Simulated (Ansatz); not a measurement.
# Ir (Ir (111), 5 layers): how the settings move a single-point run

Aim: see which settings change the result for Ir (Ir (111), 5 layers), by how much, and at what cost.

Program: Ansatz 0.2.0. Level of theory: reference: DFT, PBEsol, all-electron LAPW, scalar-relativistic. These are calculated values, not measurements.

## 1. The starting structure

Symmetry: P-3m1, No. 164, trigonal system. The conventional cell has a = 2.709 Å, b = 2.709 Å, c = 24.847 Å, α = 90.00°, β = 90.00°, γ = 120.00°. Ir (site symmetry 3m) has 9 Ir at 2.67 to 2.71 Å as nearest neighbours. Ir (site symmetry 3m) has 12 Ir at 2.67 to 2.71 Å as nearest neighbours. Ir (site symmetry -3m) has 12 Ir at 2.71 Å as nearest neighbours.

Structure file:

```cif
data_structure
_symmetry_space_group_name_H-M 'P-3m1'
_symmetry_Int_Tables_number 164
_cell_length_a 2.7089
_cell_length_b 2.7089
_cell_length_c 24.8472
_cell_angle_alpha 90.000
_cell_angle_beta 90.000
_cell_angle_gamma 120.000
_cell_volume 157.90
loop_
_atom_site_label
_atom_site_type_symbol
_atom_site_symmetry_multiplicity
_atom_site_Wyckoff_symbol
_atom_site_fract_x
_atom_site_fract_y
_atom_site_fract_z
_atom_site_occupancy
Ir1 Ir 2 d 0.33333 0.66667 0.32398 1
Ir2 Ir 2 d 0.66667 0.33333 0.41115 1
Ir3 Ir 1 b 0.00000 0.00000 0.50000 1
```

## 2. Baseline

The input, input.yaml:

```yaml
crystal:
  lattice:
    - [2.7088887786, 0.0, 0.0]
    - [-1.3544443893, 2.3459664983, 0.0]
    - [0.0, 0.0, 24.8472]
  atoms:
    - { symbol: Ir, position: [0.8333333333, 0.1666666667, 0.3239788382] }
    - { symbol: Ir, position: [0.1666666667, 0.8333333333, 0.4111522966] }
    - { symbol: Ir, position: [0.5, 0.5, 0.5000000002] }
    - { symbol: Ir, position: [0.8333333333, 0.1666666667, 0.5888477025] }
    - { symbol: Ir, position: [0.1666666667, 0.8333333333, 0.6760211626] }
kpoints:
  mp_grid: { grid: [14, 14, 1] }
scf:
  occupations: { method: fermi_dirac, width: 0.05 }
hamiltonian:
  xc: pbesol
  pseudopotentials: { kind: all_electron, lapw: { basis_error: 0.001 } }
output:
  forces: true
  stress: true
  eigenvalues: true
efield:
  axis: 3
  amplitude: 0.1
  dipole_correction: true
```

Run with:

```bash
> ansatz run input.yaml --threads 2 --pin off --max-ram 4096MiB --backend cpu --events-out ev --progress --plain --runs-dir out
```

## 3. Changed: hubbard.sites [{species: Ir, l: d, u_eff: 8.0}], hubbard.double_counting fll, accuracy high

input.yaml, as its differences from that of step 2:

```diff
@@ -18,2 +18,3 @@
   pseudopotentials: { kind: all_electron, lapw: { basis_error: 0.001 } }
+  hubbard: { sites: [{ species: Ir, l: d, u_eff: 8.0 }], double_counting: fll }
 output:
@@ -26 +27,2 @@
   dipole_correction: true
+accuracy: high
```

**Question.** What will these runs give? Wanted: for each run, ending; energy change; gap; force.

As calculated:

```tsv
run	ending	energy change	gap (eV)	force (eV/Å)	cycles	time
reference	converged	0	0.00	0.01	10	80 s
1: hubbard.sites [{species: Ir, l: d, u_eff: 8.0}], hubbard.double_counting fll, accuracy high	converged	+6.32 eV/atom (U changed: no physical gain or loss)	0.00	0.20	34	3.6 min
```

Residual by cycle in the longest SCF loop of each run; runs are numbered as in the table. The quantity is the density residual dr2, in eV.

```tsv
cycle	reference	run 1
1	0.996	1.53
4	0.00272	0.231
7	5.5e-6	0.0271
10	2.4e-8	0.00101
13	-	1.6e-4
16	-	1.0e-4
19	-	8.5e-6
22	-	2.0e-4
25	-	6.3e-5
28	-	3.5e-6
31	-	2.3e-6
34	-	3.5e-8
```

What this shows: Changing the Hubbard U moves the energy by +6.32 eV/atom, and the largest force goes from 0.01 to 0.20 eV/Å. The U term adds an energy of its own, so the shift says nothing about which run is better. Cost: 34 SCF cycles against 10, 3.6 min against 80 s. A changed U is a change of model: its shifts are not errors of convergence.
